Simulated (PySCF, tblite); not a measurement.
# CH₆AsB: geometry, infrared bands, NMR shifts and spin-spin couplings

Wanted: the infrared bands, NMR shifts and spin-spin couplings of CH₆AsB (`BC[AsH2]`), by calculation.

Programs: tblite 0.8.0 and PySCF 2.14.0, with density-fitted response routines of our own. Each step states its level of theory. These are calculated values for one molecule in the gas phase, unless marked as measured. Atoms count from 0, in the outputs and in this text.

## 1. The molecule as given

9 atoms, charge 0, multiplicity 1; geometry from: force field or distance geometry start.

Bonds of the start (Å): B0–C1 1.58, C1–As2 2.00, B0–H3 1.20, B0–H4 1.20, C1–H5 1.10, C1–H6 1.10, As2–H7 1.57, As2–H8 1.57.

## 2. Geometry optimisation with GFN2-xTB

The job: settings as JSON, then the geometry in Å.

```
{"job": {"kind": "relax", "xc": "GFN2-xTB", "basis": "xTB"}, "charge": 0, "multiplicity": 1}
B     -1.174200     0.502800    -0.105800
C     -0.316400    -0.811800    -0.305800
As     1.514000    -0.342000     0.339100
H     -0.781700     1.481000    -0.680200
H     -1.689800     0.715400     0.960400
H     -0.211100    -1.037800    -1.376300
H     -0.748800    -1.632100     0.284300
H      2.081400     0.607000    -0.781200
H      1.340000     0.523400     1.640200
```

Run with:

```console
OMP_NUM_THREADS=1 python probes_run.py task.json out
```

The driver reads the jobs from task.json and runs them one after another.

Output:

```text
step      E/eV     max force
  0    -238.03631    1.972
  1    -238.20874    1.557
  2    -238.48078    1.230
  3    -238.54923    1.130
  4    -238.64981    0.920
  5    -238.67878    0.523
  6    -238.69613    0.296
  7    -238.70180    0.250
  8    -238.71207    0.176
  9    -238.71319    0.079
 10    -238.71380    0.084
 11    -238.71467    0.088
 12    -238.71620    0.167
 13    -238.71813    0.190
 14    -238.72020    0.140
 15    -238.72223    0.144
 16    -238.72408    0.133
 17    -238.72569    0.161
 18    -238.72723    0.146
 19    -238.72882    0.128
 20    -238.73065    0.172
 21    -238.73240    0.147
 22    -238.73350    0.111
 23    -238.73405    0.095
 24    -238.73442    0.058
 25    -238.73477    0.057
 26    -238.73501    0.035
 27    -238.73510    0.022
 28    -238.73513    0.014
 29    -238.73516    0.017
 30    -238.73519    0.018
 31    -238.73522    0.021
 32    -238.73524    0.015
 33    -238.73527    0.017
 34    -238.73529    0.018
 35    -238.73533    0.022
 36    -238.73537    0.025
 37    -238.73540    0.020
 38    -238.73543    0.013
 39    -238.73545    0.013
 40    -238.73547    0.021
 41    -238.73552    0.030
 42    -238.73557    0.027
 43    -238.73562    0.017
 44    -238.73565    0.018
 45    -238.73568    0.018
 46    -238.73573    0.029
 47    -238.73583    0.043
 48    -238.73598    0.047
 49    -238.73612    0.031
 50    -238.73619    0.019
 51    -238.73621    0.019
 52    -238.73624    0.018
 53    -238.73628    0.023
 54    -238.73634    0.022
 55    -238.73639    0.021
 56    -238.73646    0.028
 57    -238.73656    0.037
 58    -238.73672    0.040
 59    -238.73696    0.055
 60    -238.73721    0.052
 61    -238.73739    0.043
 62    -238.73751    0.025
 63    -238.73748    0.056
 64    -238.73767    0.019
 65    -238.73772    0.015
 66    -238.73777    0.018
 67    -238.73779    0.006
```

Run time: 0.17 s. Hardware: 1 thread of Intel Xeon Platinum 8488C, shared host.

Relaxation path: (not every step is listed)

| step | energy from step 0 (eV) | largest force (eV/Å) |
| --- | --- | --- |
| 0 | 0.0000 | 1.9722 |
| 1 | -0.1724 | 1.5573 |
| 2 | -0.4445 | 1.2304 |
| 3 | -0.5129 | 1.1300 |
| 4 | -0.6135 | 0.9205 |
| 5 | -0.6425 | 0.5229 |
| 6 | -0.6598 | 0.2964 |
| 7 | -0.6655 | 0.2498 |
| 8 | -0.6758 | 0.1765 |
| 13 | -0.6818 | 0.1903 |
| 18 | -0.6909 | 0.1464 |
| 23 | -0.6977 | 0.0949 |
| 28 | -0.6988 | 0.0141 |
| 33 | -0.6990 | 0.0166 |
| 38 | -0.6991 | 0.0128 |
| 43 | -0.6993 | 0.0173 |
| 48 | -0.6997 | 0.0471 |
| 53 | -0.7000 | 0.0227 |
| 58 | -0.7004 | 0.0403 |
| 62 | -0.7012 | 0.0255 |
| 63 | -0.7012 | 0.0556 |
| 64 | -0.7014 | 0.0192 |
| 65 | -0.7014 | 0.0150 |
| 66 | -0.7015 | 0.0180 |
| 67 | -0.7015 | 0.0060 |

Close pairs (by a distance rule), those that changed most:

```csv
bond,before (Å),after (Å),change (Å)
As2–H7,1.574,1.502,-0.072
As2–H8,1.572,1.502,-0.070
B0–C1,1.582,1.541,-0.041
B0–H4,1.203,1.172,-0.031
B0–H3,1.200,1.172,-0.028
C1–As2,1.997,2.009,+0.012
C1–H5,1.099,1.092,-0.007
C1–H6,1.099,1.092,-0.007
```

The final coordinates are the input of the step that follows.

## 3. Harmonic vibrations with GFN2-xTB

The job: settings as JSON, then the geometry in Å.

```
{"job": {"kind": "ir", "xc": "GFN2-xTB", "basis": "xTB"}, "charge": 0, "multiplicity": 1}
B     -0.946117     0.592727    -0.074269
C     -0.323187    -0.795847    -0.318176
As     1.565389    -0.452285     0.274971
H     -0.903917     1.410916    -0.912452
H     -1.402056     0.858248     0.972392
H     -0.250025    -1.141352    -1.351227
H     -0.678852    -1.625095     0.296517
H      1.734354     0.857754    -0.440662
H      1.217972     0.300928     1.527726
```

Output:

```text
mode    cm-1     km/mol
  1      59.9      1.72
  2     180.8      0.70
  3     360.5      0.95
  4     525.2     52.89
  5     623.3      1.26
  6     695.6     21.03
  7     708.4      2.23
  8     827.6    167.10
  9     925.1     65.15
 10    1010.1    137.59
 11    1026.4      3.61
 12    1058.7      1.99
 13    1077.2     76.89
 14    1212.1    101.06
 15    1449.0      3.71
 16    1927.1    874.56
 17    1935.0    489.17
 18    2610.2    108.69
 19    2637.3    156.18
 20    2944.4     60.03
 21    2954.5     39.42
```

Run time: 0.1 s. Hardware: 1 thread of Intel Xeon Platinum 8488C, shared host.

Which atoms move in the most intense modes:

```
cm⁻¹  km/mol                      atoms
 828   167.1  H4 36 %, H3 35 %, B0 24 %
1010   137.6           H7 48 %, H8 48 %
1077    76.9  H6 37 %, H5 32 %, C1 21 %
1212   101.1  H3 34 %, H4 34 %, B0 26 %
1927   874.6           H8 58 %, H7 41 %
1935   489.2           H7 58 %, H8 41 %
2610   108.7           H4 49 %, H3 47 %
2637   156.2  H3 45 %, H4 44 %, B0 11 %
```

## 4. Shielding tensors: PBE0/pcSseg-1

The job, as its differences from that of step 3:

```diff
@@ -1,2 +1,2 @@
-{"job": {"kind": "ir", "xc": "GFN2-xTB", "basis": "xTB"}, "charge": 0, "multiplicity": 1}
+{"job": {"kind": "nmr", "xc": "PBE0", "basis": "pcSseg-1"}, "charge": 0, "multiplicity": 1}
 B     -0.946117     0.592727    -0.074269
```

With the program's defaults for keys left out, this is: GIAO PBE0/pcSseg-1 NMR shielding, non-relativistic, gas phase.

Output:

```text
coarse grid: 32528 points
cycle   1  E = -2301.7630773287  dE = -8.319e-01  |g| = 7.361e-01  |ddm| = 2.564e+00
cycle   2  E = -2301.7446058309  dE =  1.847e-02  |g| = 6.423e-01  |ddm| = 6.884e-01
cycle   3  E = -2301.7974018236  dE = -5.280e-02  |g| = 1.372e-01  |ddm| = 5.453e-01
cycle   4  E = -2301.8019889488  dE = -4.587e-03  |g| = 2.998e-02  |ddm| = 1.524e-01
cycle   5  E = -2301.8022144972  dE = -2.255e-04  |g| = 4.939e-03  |ddm| = 2.573e-02
cycle   6  E = -2301.8022192070  dE = -4.710e-06  |g| = 1.277e-03  |ddm| = 7.328e-03
final grid: 67728 points
cycle   7  E = -2301.8022074507  dE =  4.745e-08  |g| = 1.636e-03  |ddm| = 3.987e-03
cycle   8  E = -2301.8022071953  dE =  2.554e-07  |g| = 2.158e-03  |ddm| = 4.379e-03
cycle   9  E = -2301.8022081432  dE = -9.479e-07  |g| = 1.232e-04  |ddm| = 2.165e-03
cycle  10  E = -2301.8022081480  dE = -4.787e-09  |g| = 2.224e-05  |ddm| = 1.655e-04
cycle  11  E = -2301.8022081481  dE = -1.269e-10  |g| = 3.309e-06  |ddm| = 2.172e-05
converged SCF energy = -2301.8022081481

GIAO shielding tensors (ppm)
atom      isotropic    diamagn.    paramagn.     s11        s22        s33       span
  0 B       44.684     192.200    -147.516     -7.992      8.235    133.810    141.802
  1 C      168.376     251.264     -82.889    147.895    165.170    192.062     44.167
  2 As    1991.721    2876.271    -884.550   1682.491   2072.548   2220.124    537.633
  3 H       25.731      30.013      -4.283     21.152     25.879     30.162      9.010
  4 H       25.727      30.003      -4.276     21.167     25.889     30.124      8.956
  5 H       29.869      30.259      -0.390     24.641     26.340     38.627     13.986
  6 H       29.873      30.260      -0.387     24.631     26.351     38.637     14.007
  7 H       29.820      29.483       0.338     22.289     24.459     42.712     20.423
  8 H       29.818      29.477       0.341     22.318     24.500     42.636     20.318
```

Wall time 6.9 s (1 thread of Intel Xeon Platinum 8488C, shared host); peak memory 0.46 GiB.

The references, computed at this level on geometries of the same kind, shield at (ppm): ¹H TMS 31.72, ¹³C TMS 186.9, ¹¹B BF3·OEt2 100.1, ⁷⁵As AsH3 1989. Their shielding less the atom's gives the shift. The references are single molecules in the gas phase. Shifts against hydride references such as AlH4− lie on their own scale. Atoms listed in one row are averaged.

```csv
atoms,environment,σ (ppm),δ (ppm)
C1,sp3 CH2 bonded to As and B,168.4,18.5
"H3, H4",hydrogen on a boron bonded to C,25.73,5.99
"H7, H8",hydrogen on an arsenic bonded to C,29.82,1.90
"H5, H6",hydrogen on an sp3 CH2 bonded to As and B,29.87,1.85
B0,"boron bonded to C, 2 H",44.7,55.4
As2,"arsenic bonded to C, 2 H",1992,-3
```

The run also stored atomic charges by several schemes (e):

```
atoms  Mulliken    IAO  Hirshfeld  ESP fit
   B0      0.12  -0.01       0.09     0.14
   C1     -0.50  -0.55      -0.18    -0.17
  As2     -0.07   0.28       0.18    -0.11
```

Mayer bond orders: B0–C1 1.00, C1–As2 0.96.

## 5. Spin-spin couplings: B3LYP/pcSseg-1+pcJ-1

The job, as its differences from that of step 4:

```diff
@@ -1,2 +1,2 @@
-{"job": {"kind": "nmr", "xc": "PBE0", "basis": "pcSseg-1"}, "charge": 0, "multiplicity": 1}
+{"job": {"kind": "j", "xc": "B3LYP", "basis": "pcJ-1"}, "charge": 0, "multiplicity": 1}
 B     -0.946117     0.592727    -0.074269
```

Method: B3LYP/pcJ-1 As:pcSseg-1 indirect spin-spin coupling, non-relativistic, gas phase.

Output:

```text
coarse grid: 32528 points
cycle   1  E = -2302.1914064842  dE = -8.454e-01  |g| = 8.025e-01  |ddm| = 2.365e+00
cycle   2  E = -2302.1530866166  dE =  3.832e-02  |g| = 7.640e-01  |ddm| = 7.896e-01
cycle   3  E = -2302.2336425724  dE = -8.056e-02  |g| = 1.714e-01  |ddm| = 6.525e-01
cycle   4  E = -2302.2412786338  dE = -7.636e-03  |g| = 3.926e-02  |ddm| = 1.900e-01
cycle   5  E = -2302.2416366327  dE = -3.580e-04  |g| = 6.922e-03  |ddm| = 3.185e-02
cycle   6  E = -2302.2416456509  dE = -9.018e-06  |g| = 1.860e-03  |ddm| = 1.044e-02
final grid: 67728 points
cycle   7  E = -2302.2416173091  dE =  5.127e-07  |g| = 2.584e-03  |ddm| = 5.975e-03
cycle   8  E = -2302.2416161257  dE =  1.183e-06  |g| = 3.686e-03  |ddm| = 7.290e-03
cycle   9  E = -2302.2416191606  dE = -3.035e-06  |g| = 2.272e-04  |ddm| = 3.781e-03
cycle  10  E = -2302.2416191758  dE = -1.517e-08  |g| = 4.873e-05  |ddm| = 2.794e-04
cycle  11  E = -2302.2416191764  dE = -6.703e-10  |g| = 2.981e-06  |ddm| = 4.434e-05
converged SCF energy = -2302.2416191764

Indirect spin-spin couplings (Hz)
  i      j    bonds     total        FC       PSO       DSO        SD
  0 B    1 C    1     52.380    54.680    -2.731     0.242     0.189
  0 B    3 H    1    132.927   133.383    -1.535     0.582     0.496
  0 B    4 H    1    132.995   133.453    -1.535     0.582     0.496
  0 B    5 H    2     -2.944    -2.562    -0.126    -0.306     0.050
  0 B    6 H    2     -2.911    -2.528    -0.125    -0.307     0.050
  0 B    7 H    3      3.037     2.642    -0.056     0.432     0.019
  0 B    8 H    3      3.164     2.754    -0.058     0.445     0.022
  1 C    3 H    2      5.786     6.068    -0.290    -0.024     0.032
  1 C    4 H    2      5.798     6.080    -0.289    -0.025     0.032
  1 C    5 H    1    142.291   139.722     1.153     1.008     0.408
  1 C    6 H    1    142.338   139.770     1.152     1.008     0.408
  1 C    7 H    2      0.268     0.123     0.349    -0.240     0.036
  1 C    8 H    2      0.294     0.146     0.352    -0.241     0.037
  3 H    4 H    2      5.070     4.777     1.988    -1.845     0.151
  3 H    5 H    3      7.094     6.757     0.332    -0.078     0.084
  3 H    6 H    3     10.012     9.994     2.016    -1.995    -0.003
  3 H    7 H    4      0.257    -0.983    -0.718     1.914     0.044
  3 H    8 H    4     -0.272    -0.453     0.413    -0.203    -0.029
  4 H    5 H    3      9.912     9.894     2.013    -1.992    -0.003
  4 H    6 H    3      7.109     6.773     0.335    -0.082     0.084
  4 H    7 H    4     -0.293    -0.448     0.434    -0.249    -0.029
  4 H    8 H    4      0.211    -1.032    -0.713     1.912     0.044
  5 H    6 H    2    -10.130   -11.525     2.861    -1.767     0.301
  5 H    7 H    3      0.491     0.652     0.387    -0.570     0.022
  5 H    8 H    3     16.328    18.111     1.872    -3.669     0.015
  6 H    7 H    3     16.251    18.040     1.875    -3.679     0.015
  6 H    8 H    3      0.327     0.519     0.412    -0.624     0.020
  7 H    8 H    2    -13.950   -13.822     0.388    -0.640     0.125
```

Wall time 17 s (1 thread of Intel Xeon Platinum 8488C, shared host); peak memory 0.77 GiB.

A choice of the couplings up to four bonds, sorted by the number of bonds, with means over like pairs; isotopes 11B, 13C, 1H:

| pair | bonds | J (Hz) | Fermi contact (Hz) | dihedral (°) |
| --- | --- | --- | --- | --- |
| C1–H5 | 1 | 142.3 | 139.7 | – |
| B0–H3 | 1 | 133.0 | 133.4 | – |
| B0–C1 | 1 | 52.4 | 54.7 | – |
| H7–H8 | 2 | -13.9 | -13.8 | – |
| H5–H6 | 2 | -10.1 | -11.5 | – |
| C1–H3 | 2 | 5.8 | 6.1 | – |
| H3–H4 | 2 | 5.1 | 4.8 | – |
| B0–H5 | 2 | -2.9 | -2.5 | – |
| H3–H5 | 3 | 8.5 | 8.4 | – |
| H5–H7 | 3 | 8.3 | 9.3 | – |
| B0–H7 | 3 | 3.1 | 2.7 | -45 |

The response was solved for the nuclei of B, C, H alone, so couplings that need other nuclei can be missing.

Quadrupole couplings from the field gradients of the same density:

```
atom  isotope  eQq/h (MHz)     η
 As2     75As       -153.6  0.34
  B0      11B        5.403  0.04
```

Shifts (PBE0/pcSseg-1, unscaled) and these couplings together give the proton spectrum at 400 MHz below. Couplings to quadrupolar nuclei are left out.

¹H NMR δ 5.99 (br, 2H), 1.90 (m, 2H), 1.85 (m, 2H).

## 6. Summary of results

| quantity | value |
| --- | --- |
| strongest single infrared mode (GFN2-xTB) | 1927 cm⁻¹, 875 km/mol |
| zero-point energy (GFN2-xTB) | 38.2 kcal/mol |
| ¹³C shifts against TMS (PBE0/pcSseg-1) | 18.5 ppm |
| ¹H shifts against TMS (PBE0/pcSseg-1, means over atoms taken as alike) | 5.99, 1.90, 1.85 ppm |
| ¹¹B shifts against BF3·OEt2 (PBE0/pcSseg-1) | 55.4 ppm |
| ⁷⁵As shifts against AsH3 (PBE0/pcSseg-1) | -3 ppm |
| largest coupling of the table (B3LYP/pcSseg-1+pcJ-1) | ¹J(C,H) C1–H5, 142.3 Hz |

What this shows: Over 67 steps the energy fell by 0.701 eV; of the close pairs, As2–H7 changed most, 1.574 to 1.502 Å. No mode is imaginary among the 21: a minimum at this level. The strongest single mode, at 1927 cm⁻¹, moves mainly H8 and H7. GFN2-xTB is a fitted tight-binding method: band positions and strengths are rough. Its intensities can rank the bands wrongly. At PBE0/pcSseg-1: The widest tensor belongs to As2: span 538 ppm, with a paramagnetic part of -885 ppm. Of the pairs tabulated at B3LYP/pcSseg-1+pcJ-1, C1–H5 (mean over like pairs) couples most strongly (142.3 Hz; Fermi contact 139.7 Hz). Spin-orbit coupling is left out, which matters for shieldings and couplings at and beside the heavy atoms.
